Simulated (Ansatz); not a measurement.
# SrAg5: properties at the relaxed cell

The task here is to estimate one member of a computed series from the others.

Computed with Ansatz 0.2.0 (DFT r2SCAN, scalar-relativistic, plane waves, PAW, unless a step's input says otherwise).

**The starting structure**

It takes space group P6/mmm (No. 191, hexagonal). Conventional cell: a = 5.678 Å, b = 5.678 Å, c = 4.641 Å, α = 90.00°, β = 90.00°, γ = 120.00°. Sr (site symmetry 6/mmm) has 18 Ag at 3.28 to 3.67 Å as nearest neighbours. Around Ag (site symmetry -6m2) lie 6 Ag at 2.84 Å. Ag (site symmetry mmm) has 8 Ag at 2.84 Å as nearest neighbours.

Coordinates:

```
Sr Ag
1.0
     5.67826    0.00000    0.00000
    -2.83913    4.91752    0.00000
     0.00000    0.00000    4.64128
Sr Ag
1 5
Cartesian
  0.0000 0.0000 0.0000
  0.0000 3.2783 0.0000
  2.8391 1.6392 0.0000
  2.8391 0.0000 2.3206
  1.4196 2.4588 2.3206
  -1.4196 2.4588 2.3206
```

It is the result of an earlier relaxation at this level (volume 21.60 Å³/atom; gap on the mesh: none (metal)).

The first run:

Contents of input.yaml:

```yaml
crystal:
  lattice:
    - [5.6209043285, 0.0, 0.0]
    - [-2.8104521642, 4.8678459407, 0.0]
    - [0.0, 0.0, 4.5943984674]
  atoms:
    - { symbol: Sr, position: [0.0, 0.0, 0.0] }
    - { symbol: Ag, position: [0.3333333333, 0.6666666667, 0.0] }
    - { symbol: Ag, position: [0.6666666667, 0.3333333333, 0.0] }
    - { symbol: Ag, position: [0.5, 0.0, 0.5] }
    - { symbol: Ag, position: [0.5, 0.5, 0.5] }
    - { symbol: Ag, position: [0.0, 0.5, 0.5] }
basis:
  ecutwfc: 500
kpoints:
  mp_grid: { grid: [6, 6, 8] }
hamiltonian:
  xc: r2scan
scf:
  occupations: { method: gaussian, width: 0.1 }
output:
  forces: true
  stress: true
  eigenvalues: true
relax:
  adjacent_minimum: "off"
  f_tol: 0.01
  max_steps: 30
  cell: { stress_tol: 0.1, fix: [volume] }
```

On the command line:

```bash
$ ansatz run input.yaml --threads 1 --pin off --max-ram 2560MiB --backend cpu --events-out ev --progress --plain --runs-dir out
```

Steps of the session up to this table: Volume × 0.97; The cell scaled to 1.03 of its volume; The cell scaled to 0.94 of its volume; The cell scaled to 1.06 of its volume; Point at V/V0 = 0.91; The cell scaled to 1.10 of its volume; Point at V/V0 = 0.88.

One table of the session follows, with a row left open; its other results are not shown here.

It belongs to the step «Fit of the equation of state». 

```
volume (Å³/atom)  energy above the lowest point (meV/atom)  pressure (GPa)
          19.008                                      87.4           12.39
          19.656                                      45.8            8.36
          20.304                                         ?               ?
          20.952                                       4.4            2.26
          21.600                                       0.0           -0.01
          22.248                                       4.0           -1.91
          22.896                                      14.9           -3.44
          23.760                                      38.0           -5.07
```

Estimate the missing values for volume (Å³/atom) = 20.304.

Worked estimate for «energy above the lowest point (meV/atom)». A straight line through the neighbours (19.656, 45.8) and (20.952, 4.4) gives 45.8 + (4.4 − 45.8) × (20.304 − 19.656) / (20.952 − 19.656) = 25.1; a parabola fitted to 4 rows on both sides gives 18.9.

As computed: energy above the lowest point (meV/atom): 18.9; pressure (GPa): 5.03. In «energy above the lowest point (meV/atom)» the line misses by +6.2 and the parabola by 0.0.
